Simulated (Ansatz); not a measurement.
Runs of Ansatz 0.2.0 on Ge2Sb2Te5. The structure is monoclinic, space group Cm (No. 8). Conventional cell: a = 13.678 Å, b = 6.132 Å, c = 9.672 Å, α = 90.00°, β = 134.93°, γ = 90.00°. Around Te (site symmetry m) lie 2 Ge at 2.85 to 3.19 Å and 3 Sb at 3.07 to 3.14 Å. Around Te (site symmetry m) lie 2 Sb at 2.95 to 3.20 Å and 3 Ge at 3.07 to 3.08 Å. Te (site symmetry m) is surrounded by 3 Ge at 2.82 to 3.07 Å and 2 Sb at 3.14 to 3.19 Å. Around Te (site symmetry m) lie 2 Ge at 2.95 to 3.00 Å and 2 Sb at 3.02 to 3.06 Å. Te (site symmetry m) is surrounded by 3 Sb at 2.98 to 3.07 Å and 2 Ge at 3.05 to 3.20 Å. Sb (site symmetry m) is surrounded by 6 Te at 2.95 to 3.19 Å. Sb (site symmetry m) is surrounded by 6 Te at 2.98 to 3.20 Å. Around Ge (site symmetry m) lie 6 Te at 2.82 to 3.19 Å. The cell comes from a database or a generator and needn't be the stable form of this composition.

```csv
task,level,cell,k mesh,points for each segment of the path,target pressure (GPa),gap on the mesh (eV),pressure (GPa),largest force (eV/Å)
relaxation of cell and atoms,RPBE,relaxed,5 × 5 × 4,-,-,0.46,0.0,-
band structure,revPBE,as given,5 × 5 × 4,10,-,(b),(a),0.20
relaxation of cell and atoms,PBE,relaxed to 2 GPa,4 × 4 × 3,-,2,0.16,2.0,0.01
relaxation of cell and atoms,PBE,relaxed to 20 GPa,4 × 4 × 3,-,20,none,20.0,0.01
```

Alike in all rows: potentials or basis Ansatz PAW; no spin polarisation; cutoff (eV) 420; smearing fermi-dirac 0.05 eV.

Q: Fill in the values left out.

A: (a) 0.9; (b) 0.26.

Caveats: the plane-wave basis is chosen anew once the cell has moved, so the energies of steps on either side of that aren't comparable (some runs); spin-orbit coupling is left out, which moves the levels of the heavy elements (some runs); odd divisions of the mesh miss points on the zone boundary, where band edges often lie, so the gap on the mesh can be too wide (some runs); the PAW data sets come from PBE, with cores solved anew for the run's functional, which leaves a small shift of forces and pressure (some runs); the k mesh misses the band edges, so the gap on the mesh is wider than the one along the path (some runs).

A k mesh can miss the band edges, and the runs leave out spin-orbit coupling on Ge, Sb, Te.

A gap of «none» marks a metal or a gap under the smearing width.
